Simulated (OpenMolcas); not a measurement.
# Tc³⁺ among point charges: CASSCF and CASPT2 levels and susceptibility

How does a field of 4 point charges split the states of Tc³⁺, and what χT follows?

Program: OpenMolcas 26.06. Level of theory: state-averaged CASSCF and CASPT2, spin-orbit coupling by RASSI with atomic mean-field integrals. These are calculated values, not measurements, unless marked.

## (1) What is computed

| Property | Result |
| --- | --- |
| Species | Tc³⁺ (technetium, Z = 43, 40 electrons) |
| Basis | ANO-RCC-VDZP [6s5p3d1f], 43 functions |
| Scalar Hamiltonian | DKH2, point nucleus |
| Inactive shells | 1s 2s 2p 3s 3p 3d 4s 4p |
| Active space | 4 electrons in 5 orbitals (4d) |
| Some configurations of this space | 4d4 |
| Orbitals | optimised for each spin and parity, averaged over all roots |

Outer shells as boxes (Hund's rule):

4d4
```
4d [↑ ][↑ ][↑ ][↑ ][  ]
```

The ion sits among 4 point charges of -1.62 e arranged as a tetrahedron (Td), 1.78 Å from the ion.

The work runs as a chain of OpenMolcas steps in one folder; each step below is one input file. Labels, J, g values, rates, χT and fits are worked out afterwards by a script from the matrices that RASSI stores.

## (2) GATEWAY and SEWARD: basis and integrals

Contents of a.inp:

```
&GATEWAY
Coord
1

Tc 0.0 0.0 0.0
Basis=ANO-RCC-VDZP
Group=NoSym
NoMove
AngMom=0.0 0.0 0.0
AMFI
XField
4 Angstrom 0
1.027683 1.027683 1.027683 -1.620000
1.027683 -1.027683 -1.027683 -1.620000
-1.027683 1.027683 -1.027683 -1.620000
-1.027683 -1.027683 1.027683 -1.620000
&SEWARD
```

Launch:

```bash
OMP_NUM_THREADS=1 MOLCAS_MEM=1689 MOLCAS_PROJECT=a pymolcas a.inp > a.log
```

## (3) Reference wave functions, quintets, 5 roots

Contents of a.inp:

```
&RASSCF
FileOrb=start.orb
Symmetry=1
Spin=5
nActEl=4 0 0
Inactive=18
Ras2=5
CIRoot=5 5 1
SDav=5
CIMx=300
Iter=120 100
PrWF=0.3
OrbListing=Nothing
MaxOrb=0
>>> COPY $Project.JobIph JOB001
```

start.orb holds the contracted functions of the basis, ordered by shell, or the orbitals of the step before.

## (4) CASSCF: triplets, 45 roots

Contents of a.inp:

```
&RASSCF
FileOrb=start.orb
Symmetry=1
Spin=3
nActEl=4 0 0
Inactive=18
Ras2=5
CIRoot=45 45 1
SDav=45
CIMx=300
Iter=120 100
PrWF=0.3
OrbListing=Nothing
MaxOrb=0
>>> COPY $Project.JobIph JOB002
```

## (5) Reference wave functions, singlets, 50 roots

Contents of a.inp:

```
&RASSCF
FileOrb=start.orb
Symmetry=1
Spin=1
nActEl=4 0 0
Inactive=18
Ras2=5
CIRoot=50 50 1
SDav=50
CIMx=300
Iter=120 100
PrWF=0.3
OrbListing=Nothing
MaxOrb=0
>>> COPY $Project.JobIph JOB003
```

## (6) State interaction with spin-orbit coupling

Contents of a.inp:

```
&RASSI
NrOfJobIphs=3 5 45 50
1 2 3 4 5
1 2 3 4 5 6 7 8 9 10 11 12 13 14 15 16 17 18 19 20 21 22 23 24 25 26 27
28 29 30 31 32 33 34 35 36 37 38 39 40 41 42 43 44 45
1 2 3 4 5 6 7 8 9 10 11 12 13 14 15 16 17 18 19 20 21 22 23 24 25 26 27
28 29 30 31 32 33 34 35 36 37 38 39 40 41 42 43 44 45 46 47 48 49 50
IphNames
JOB001
JOB002
JOB003
EJob
SpinOrbit
DIPRint=1.0
SOCoupling=1000.0
Subsets=2
Property=9
'ANGMOM' 1 'ANGMOM' 2 'ANGMOM' 3 'MLTPL  1' 1 'MLTPL  1' 2 'MLTPL  1' 3
'AMFI' 1 'AMFI' 2 'AMFI' 3
SOProperty=3
'ANGMOM' 1 'ANGMOM' 2 'ANGMOM' 3
```

## (7) CASPT2: IPEA 0.25, imaginary shift 0.1 (closed shells correlated: 4s 4p)

Contents of a.inp:

```
>>> COPY JOB001 $Project.JobIph
&CASPT2
Multistate=5 1 2 3 4 5
NoMult
Frozen=14
IPEA=0.25
Imaginary=0.1
MaxIter=60
WThr=0.0 0.3 0.05
PrWF=0.5
NoMix
>>> COPY JOB002 $Project.JobIph
&CASPT2
Multistate=45 1 2 3 4 5 6 7 8 9 10 11 12 13 14 15 16 17 18 19 20 21 22
23 24 25 26 27 28 29 30 31 32 33 34 35 36 37 38 39 40 41 42 43 44 45
NoMult
Frozen=14
IPEA=0.25
Imaginary=0.1
MaxIter=60
WThr=0.0 0.3 0.05
PrWF=0.5
NoMix
>>> COPY JOB003 $Project.JobIph
&CASPT2
Multistate=50 1 2 3 4 5 6 7 8 9 10 11 12 13 14 15 16 17 18 19 20 21 22
23 24 25 26 27 28 29 30 31 32 33 34 35 36 37 38 39 40 41 42 43 44 45 46
47 48 49 50
NoMult
Frozen=14
IPEA=0.25
Imaginary=0.1
MaxIter=60
WThr=0.0 0.3 0.05
PrWF=0.5
NoMix
```

(Steps that only read results are left out.)

**Question.** What will these runs give? Wanted: spin-free ground state; first state of the same spin within the active space; lowest level; next level.

The runs gave:

| quantity | value |
| --- | --- |
| method | SS-CASPT2, IPEA 0.25, imaginary shift 0.1 (closed shells correlated: 4s 4p) |
| spin-free ground state | 5T2, 3-fold in its orbital part |
| first state of the same spin within the active space | 5E at 5300 cm⁻¹ |
| lowest level | 1-fold A1 |
| next level | 193.2 cm⁻¹ |
| χT at 300 K | 1.58 cm³ K/mol |
| effective moment at 300 K | 3.55 μB |

Cost by method:

| method | time of its own steps | time with the reference |
| --- | --- | --- |
| A. CASSCF | 39 s | 39 s |
| B. SS-CASPT2, IPEA 0.25, imaginary shift 0.1, +4s 4p | 13 s | 52 s |

Times are of one thread on a shared host.

What this shows: The spin-free ground state (5T2) comes to 100 % from free-ion D terms and keeps the highest spin of the shell. χT at 300 K is 1.58, against 3.01 cm³ K/mol for the spin alone, so spin-orbit coupling lowers it. An active space of the d shell alone favours high spin; real ions in strong fields can be low spin. CASPT2 does not keep the components of a term degenerate, and the means are used. The field of point charges can differ much from that of real complexes. Point charges carry no covalency, so the field is a model and not that of real ligands.
